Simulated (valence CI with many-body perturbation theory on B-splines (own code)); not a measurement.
# Mg⁵⁺: settings changed one run at a time

How much do changed settings matter for Mg⁵⁺? A reference run is followed by altered ones.

The numbers are computed with an in-house CI+MBPT code version 3 (configuration interaction of the valence electrons, many-body perturbation theory for a frozen closed Dirac-Fock core, no-pair Dirac Hamiltonian, B-spline basis), except any that are marked as measured or tabulated.

## Step 1: Starting point

* element: magnesium (Z = 12, A = 24)
* charge: +5
* frozen core: [He]
* start configuration of the valence electrons: 2s2 2p3
* nuclear rms radius: 3.0570 fm

## Step 2: The reference run

The run's settings:

```ini
atom Mg  Z=12  mass_number=24  rms_radius_fm=3.0570
core [He]
valence 2s2 2p3
avg = 1
basis = S
breit = 1
cap = 10000
capref = 1200
cscale = 1
de = 0.0
dress = 0
eps = 2e-08
h = 0.27
hh = 1
l2 = 3
lcore = 6
maxit = 60
n2 = 5
natural = 1
nlev = 21
nno = [3, 3, 3, 2, 1]
nroot = 26
nsp = [3, 3, 2, 1, 0]
pt2 = 1
qed = 1
rpa = 1
s1 = 1
s2 = 1
s3 = 1
screen = 1
tol = 2e-05
```

Launch:

```sh
python run_cv.py task.json out
```

task.json holds these settings and those of the later runs, which follow in the same process.

## Step 3: Changed: energy shift in Σ1 (hartree) -0.833

Changes to the settings of step 2:

```diff
@@ -9,3 +9,3 @@
 cscale = 1
-de = 0.0
+de = -0.833
 dress = 0
```

## Step 4: Changed: natural orbitals off

Changes to the settings of step 3:

```diff
@@ -9,3 +9,3 @@
 cscale = 1
-de = -0.833
+de = 0.0
 dress = 0
@@ -18,3 +18,3 @@
 n2 = 5
-natural = 1
+natural = 0
 nlev = 21
```

## Step 5: Changed: averaged references off

Changes to the settings of step 4:

```diff
@@ -3,3 +3,3 @@
 valence 2s2 2p3
-avg = 1
+avg = 0
 basis = S
@@ -18,3 +18,3 @@
 n2 = 5
-natural = 0
+natural = 1
 nlev = 21
```

## Step 6: Changed: highest l in the core sums 1

Changes to the settings of step 5:

```diff
@@ -3,3 +3,3 @@
 valence 2s2 2p3
-avg = 0
+avg = 1
 basis = S
@@ -15,3 +15,3 @@
 l2 = 3
-lcore = 6
+lcore = 1
 maxit = 60
```

Q: Predict the results.

The runs gave:

| run | outcome | ionisation energy (eV) | its shift (eV) | mean size of level shifts (cm⁻¹) | time |
| --- | --- | --- | --- | --- | --- |
| reference | converged | 186.697 | 0 | 0 | 49 s |
| energy shift in Σ1 (hartree) -0.833 | converged | 186.695 | -0.00182 | 2.8 | 48 s |
| natural orbitals off | converged | 186.467 | -0.23 | 3075 | 36 s |
| averaged references off | converged | 186.696 | -0.00112 | 19.0 | 46 s |
| highest l in the core sums 1 | converged, crude | 186.622 | -0.0753 | 426 | 46 s |
| NIST (semi-empirical) | - | 186.76 | - | - | - |

What this shows: The ionisation energy reacts most to «natural orbitals off» (-0.23 eV) and least to «averaged references off» (-0.00112 eV). The reference run itself stands -0.0628 eV from the NIST entry (uncertainty 0.06 eV). The quickest altered run takes 74 % of the reference time, which also holds the start-up, and shifts the levels by 3075 cm⁻¹ on average. Cautions: intervals between levels of different J carry noise of about a tenth of the second-order remainder, tens of cm⁻¹ or more; by estimate levels hold to under 0.1 % in light ions and to 0.1 to 0.5 % in heavy ones.
